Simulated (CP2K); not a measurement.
# C3H4F4 (SMILES FCC(F)C(F)F): levels of theory compared

Aim: a comparison of 3 runs (PM6, GFN1-xTB, IPEA1-xTB) of C3H4F4. 

The results are computed with CP2K 2026.2.

## 1. The structure to begin with

The species is C3H4F4 (11 atoms), meant as a singlet with charge 0. As SMILES, `FCC(F)C(F)F`. The shape comes from a force field and isn't a relaxed structure. This is one conformer, not always the lowest.

Bond lengths: F1–C2 1.348 Å, C2–C3 1.529 Å, C3–F4 1.378 Å, C3–C5 1.551 Å, C5–F6 1.338 Å, C5–F7 1.357 Å, C2–H8 1.111 Å, C2–H9 1.080 Å, C3–H10 1.128 Å, C5–H11 1.049 Å. Some angles: F1–C2–C3 107.7°, C2–C3–F4 110.6°, C2–C3–C5 111.1°, F4–C3–C5 110.4°, C3–C5–F6 110.3°, C3–C5–F7 109.0°, F6–C5–F7 106.6°, F1–C2–H8 108.8°, F1–C2–H9 112.6°, C3–C2–H8 107.2°.

## 2. The energy at PM6 (run 1)

molecule.xyz reads:

```xyz
11

F     -0.872200     1.705800    -0.532400
C     -1.242100     0.517700    -0.014900
C     -0.145800    -0.495000    -0.348000
F     -0.480300    -1.744700     0.125300
C      1.222400    -0.046800     0.229700
F      1.176100    -0.025800     1.566700
F      2.166900    -0.960000    -0.112000
H     -1.282600     0.605500     1.092100
H     -2.209000     0.193300    -0.370700
H     -0.059200    -0.593300    -1.468300
H      1.551200     0.870400    -0.159300
```

qs.inp reads:

```
&GLOBAL
 PROJECT_NAME qs
 RUN_TYPE ENERGY
 PRINT_LEVEL MEDIUM
&END GLOBAL

&FORCE_EVAL
 METHOD QS
 &DFT
  &QS
   METHOD PM6
   EPS_DEFAULT 1.0E-10
   &SE
    &COULOMB
     CUTOFF [angstrom] 50
     RC_RANGE [angstrom] 0
    &END COULOMB
    &EXCHANGE
     CUTOFF [angstrom] 50
     RC_RANGE [angstrom] 0
    &END EXCHANGE
   &END SE
  &END QS
  &POISSON
   PERIODIC NONE
   POISSON_SOLVER ANALYTIC
  &END POISSON
  &SCF
   SCF_GUESS ATOMIC
   EPS_SCF 1.0E-06
   MAX_SCF 150
   ADDED_MOS 4
   &DIAGONALIZATION
    ALGORITHM STANDARD
   &END DIAGONALIZATION
   &MIXING
    METHOD DIRECT_P_MIXING
    ALPHA 0.4
   &END MIXING
  &END SCF
  &PRINT
   &MOMENTS
    PERIODIC F
    REFERENCE COM
    MAX_MOMENT 1
   &END MOMENTS
   &MO ON
    ENERGIES T
    OCCUPATION_NUMBERS T
    NDIGITS 6
    &EACH
     QS_SCF 0
    &END EACH
    ADD_LAST NUMERIC
   &END MO
   &HIRSHFELD OFF
   &END HIRSHFELD
  &END PRINT
 &END DFT
 &SUBSYS
  &CELL
   ABC 14.4 13.5 13
   PERIODIC NONE
  &END CELL
  &TOPOLOGY
   COORD_FILE_NAME molecule.xyz
   COORD_FILE_FORMAT XYZ
   &CENTER_COORDINATES
   &END CENTER_COORDINATES
  &END TOPOLOGY
 &END SUBSYS
&END FORCE_EVAL
```

On the command line:

```bash
$ OMP_NUM_THREADS=1 cp2k.psmp qs.inp > qs.out
```

What it wrote:

```text
CP2K| version string:                                       CP2K version 2026.2
[...]
 GLOBAL| Method name                                                        CP2K
[...]
 GLOBAL| Run type                                                         ENERGY
[...]
                             - Atoms:                                         11
[...]
                             - Spherical basis functions:                     32
[...]
 Number of electrons:                                                         44
[...]
     1 P_Mix/Diag. 0.40E+00    0.0     0.79048197       -77.0603513689 -7.71E+01
[...]
    20 DIIS/Diag.  0.43E-06    0.0     0.00000040       -84.7640300123 -8.13E-12
  *** SCF run converged in    20 steps ***
  Core-core repulsion energy [eV]:                           4668.46654705308083
  Core Hamiltonian energy [eV]:                             -3830.89194777604007
  Two-electron integral energy [eV]:                        -6288.24231434189278
  Electronic energy [eV]:                                   -6975.01310494698646
  Total energy [eV]:                                        -2306.54655789390472
  Atomic reference energy [eV]:                              2297.76839853602905
  Heat of formation [kcal/mol]:                              -202.42917978675320
[...]
 SE_DIPOLE| Moment [Debye]          1.26350112      -1.01997764       1.02138232
 SE_DIPOLE| Derivative [a.u.]       0.00000000       0.00000000       0.00000000
 ENERGY| Total FORCE_EVAL ( QS ) energy [hartree]            -84.764030012320262
[...]
```

Wall time 0.84 s (1 thread of Intel Xeon 6975P-C (Granite Rapids), shared host); peak memory 0.19 GiB.

## 3. Energy and gradient at GFN1-xTB (run 2)

molecule.inp reads:

```
&FORCE_EVAL
  METHOD QS
  &DFT
    CHARGE 0
    MULTIPLICITY 1
    ! Quickstep
    &QS
      METHOD XTB
      EPS_DEFAULT 1.0E-10
      &XTB
        GFN_TYPE TBLITE
        &TBLITE
          METHOD GFN1
        &END TBLITE
        CHECK_ATOMIC_CHARGES F
      &END XTB
    &END QS
    &POISSON
      PERIODIC NONE
      POISSON_SOLVER ANALYTIC
    &END POISSON
    &SCF
      SCF_GUESS CORE
      EPS_SCF 1.0E-08
      MAX_SCF 78
      ADDED_MOS 8
      &DIAGONALIZATION
        ALGORITHM STANDARD
      &END DIAGONALIZATION
      &MIXING
        METHOD DIRECT_P_MIXING
        ALPHA 0.4
      &END MIXING
    &END SCF
    &PRINT
      &MOMENTS
        PERIODIC F
        REFERENCE COM
        MAX_MOMENT 1
      &END MOMENTS
      &MO ON
        ENERGIES T
        OCCUPATION_NUMBERS T
        NDIGITS 6
        &EACH
          QS_SCF 0
        &END EACH
        ADD_LAST NUMERIC
      &END MO
      &HIRSHFELD OFF
      &END HIRSHFELD
    &END PRINT
  &END DFT
  ! structure
  &SUBSYS
    ! box in angstrom
    &CELL
      ABC [angstrom] 20.4 19.5 19
      PERIODIC NONE
    &END CELL
    &COORD
      F      9.348850    11.475250     8.918400
      C      8.978950    10.287150     9.435900
      C     10.075250     9.274450     9.102800
      F      9.740750     8.024750     9.576100
      C     11.443450     9.722650     9.680500
      F     11.397150     9.743650    11.017500
      F     12.387950     8.809450     9.338800
      H      8.938450    10.374950    10.542900
      H      8.012050     9.962750     9.080100
      H     10.161850     9.176150     7.982500
      H     11.772250    10.639850     9.291500
    &END COORD
  &END SUBSYS
  &PRINT
    &FORCES ON
    &END FORCES
  &END PRINT
&END FORCE_EVAL
&GLOBAL
  PROJECT_NAME molecule
  RUN_TYPE ENERGY_FORCE
  PRINT_LEVEL MEDIUM
&END GLOBAL
```

On the command line:

```bash
$ OMP_NUM_THREADS=1 cp2k.psmp -i molecule.inp -o molecule.out
```

What it wrote:

```text
CP2K| version string:                                       CP2K version 2026.2
[...]
 GLOBAL| Method name                                                        CP2K
[...]
 GLOBAL| Run type                                                   ENERGY_FORCE
[...]
                             - Atoms:                                         11
[...]
                             - Spherical basis functions:                     36
[...]
 Number of electrons:                                                         44
[...]
  *** SCF run converged in    14 steps ***
[...]
  Fermi energy:                                                -0.18801091217549
[...]
 TB_DIPOLE| Moment [Debye]         -1.59958510       1.41783698      -1.32147249
 TB_DIPOLE| Derivative [a.u.]       0.00000000       0.00000000       0.00000000
[...]
 ENERGY| Total FORCE_EVAL ( QS ) energy [hartree]            -29.067147854979950
 FORCES| Atomic forces [hartree/bohr]
 FORCES|   Atom     x               y               z               |f|
 FORCES|      1 -1.12715353E-03  5.94658106E-03 -5.51122364E-03   8.18571239E-03
 FORCES|      2  9.43900026E-03 -1.50480123E-02  2.96589456E-02   3.45715267E-02
 FORCES|      3  6.56517258E-03 -6.32434207E-03 -2.01749469E-02   2.21388183E-02
 FORCES|      4  9.94767115E-04  1.42195147E-02 -1.08245399E-03   1.42953093E-02
 FORCES|      5 -1.12347678E-02 -4.30654350E-02  2.60800212E-03   4.45831064E-02
 FORCES|      6 -2.16483315E-03  4.70661285E-03  3.42156564E-03   6.20852788E-03
 FORCES|      7 -3.25647828E-03  5.06180972E-04 -8.58576306E-04   3.40558706E-03
 FORCES|      8 -1.68405846E-03  3.71677051E-03 -7.04178292E-03   8.13862044E-03
 FORCES|      9 -6.53644668E-03  1.60201825E-03 -8.14894286E-03   1.05686739E-02
 FORCES|     10  1.58180898E-03  4.29749994E-04  1.55873243E-02   1.56732729E-02
 FORCES|     11  7.42298897E-03  3.33103610E-02 -8.45791104E-03   3.51598802E-02
 FORCES| Sum     2.28983499E-16 -9.71445147E-17 -5.37764278E-17
 FORCES| Total atomic force                                       2.54484584E-16
[...]
```

Wall time 0.84 s (1 thread of Intel Xeon 6975P-C (Granite Rapids), shared host); peak memory 0.19 GiB.

## 4. The energy at IPEA1-xTB (run 3)

mol.inp reads:

```
&GLOBAL
  PROJECT_NAME mol
  RUN_TYPE ENERGY
  PRINT_LEVEL MEDIUM
&END GLOBAL

&FORCE_EVAL
  METHOD QUICKSTEP
  &DFT
    &QS
      METHOD XTB
      EPS_DEFAULT 1.0E-10
      &XTB
        GFN_TYPE TBLITE
        &TBLITE
          METHOD IPEA1
        &END TBLITE
        CHECK_ATOMIC_CHARGES F
      &END XTB
    &END QS
    &POISSON
      PERIODIC NONE
      POISSON_SOLVER ANALYTIC
    &END POISSON
    &SCF
      SCF_GUESS ATOMIC
      EPS_SCF 1.0E-07
      MAX_SCF 150
      ADDED_MOS 2
      EPS_DIIS 0.01
      &DIAGONALIZATION
        ALGORITHM STANDARD
      &END DIAGONALIZATION
      &MIXING
        METHOD DIRECT_P_MIXING
        ALPHA 0.4
      &END MIXING
      &SMEAR ON
        METHOD FERMI_DIRAC
        ELECTRONIC_TEMPERATURE [K] 300
      &END SMEAR
    &END SCF
    &PRINT
      &MOMENTS
        PERIODIC F
        REFERENCE COM
        MAX_MOMENT 1
      &END MOMENTS
      &MO ON
        ENERGIES T
        OCCUPATION_NUMBERS T
        NDIGITS 6
        &EACH
          QS_SCF 0
        &END EACH
        ADD_LAST NUMERIC
      &END MO
      &HIRSHFELD OFF
      &END HIRSHFELD
    &END PRINT
  &END DFT
  &SUBSYS
    &CELL
      ABC 16.4 15.5 15
      PERIODIC NONE
    &END CELL
    &COORD
      F     -0.872200     1.705800    -0.532400
      C     -1.242100     0.517700    -0.014900
      C     -0.145800    -0.495000    -0.348000
      F     -0.480300    -1.744700     0.125300
      C      1.222400    -0.046800     0.229700
      F      1.176100    -0.025800     1.566700
      F      2.166900    -0.960000    -0.112000
      H     -1.282600     0.605500     1.092100
      H     -2.209000     0.193300    -0.370700
      H     -0.059200    -0.593300    -1.468300
      H      1.551200     0.870400    -0.159300
    &END COORD
    &TOPOLOGY
      &CENTER_COORDINATES
      &END CENTER_COORDINATES
    &END TOPOLOGY
  &END SUBSYS
&END FORCE_EVAL
```

On the command line:

```bash
$ OMP_NUM_THREADS=1 cp2k.psmp -i mol.inp -o mol.out
```

What it wrote:

```text
CP2K| version string:                                       CP2K version 2026.2
[...]
 GLOBAL| Method name                                                        CP2K
[...]
 GLOBAL| Run type                                                         ENERGY
[...]
                             - Atoms:                                         11
[...]
                             - Spherical basis functions:                     43
[...]
 Number of electrons:                                                         44
[...]
  *** SCF run converged in    14 steps ***
[...]
  Fermi energy:                                                -0.26031181506250
[...]
 TB_DIPOLE| Moment [Debye]         -1.51541442       1.23261890      -1.14100993
 TB_DIPOLE| Derivative [a.u.]       0.00000000       0.00000000       0.00000000
[...]
 ENERGY| Total FORCE_EVAL ( QS ) energy [hartree]            -31.158490297961091
[...]
```

It took 0.82 s on 1 thread of Intel Xeon 6975P-C (Granite Rapids), shared host; peak memory 0.19 GiB.

## 5. Overview of the runs

| run | level | task | SCF convergence threshold | energy (Eh) | dipole moment (D) | HOMO energy (eV) | LUMO energy (eV) | wall time |
| --- | --- | --- | --- | --- | --- | --- | --- | --- |
| 1 | PM6 | energy | 1e-06 | -84.764030 | 1.92 | -12.69 | 1.75 | 0.84 s |
| 2 | GFN1-xTB | gradient | 1e-08 | -29.067148 | 2.51 | -13.53 | -4.24 | 0.84 s |
| 3 | IPEA1-xTB | energy | 1e-07 | -31.158490 | 2.26 | -13.30 | -6.21 | 0.82 s |

## 6. What came out

```
                                        quantity         value
                             run 3: total energy  -31.15849 Eh
run 3: dipole moment (from atomic charges alone)        2.26 D
                              run 3: HOMO energy     -13.30 eV
                              run 3: LUMO energy      -6.21 eV
                            run 3: HOMO–LUMO gap       7.10 eV
```

What this shows: The dipole moment (its size) runs from 1.92 D (PM6) to 2.51 D (GFN1-xTB). Some of these are taken from atomic charges alone. The HOMO–LUMO gap runs from 7.10 eV (IPEA1-xTB) to 14.43 eV (PM6). Force-field and semi-empirical energies have zeros of their own, so their totals don't compare. All runs together took 2.5 s, the longest 0.84 s.
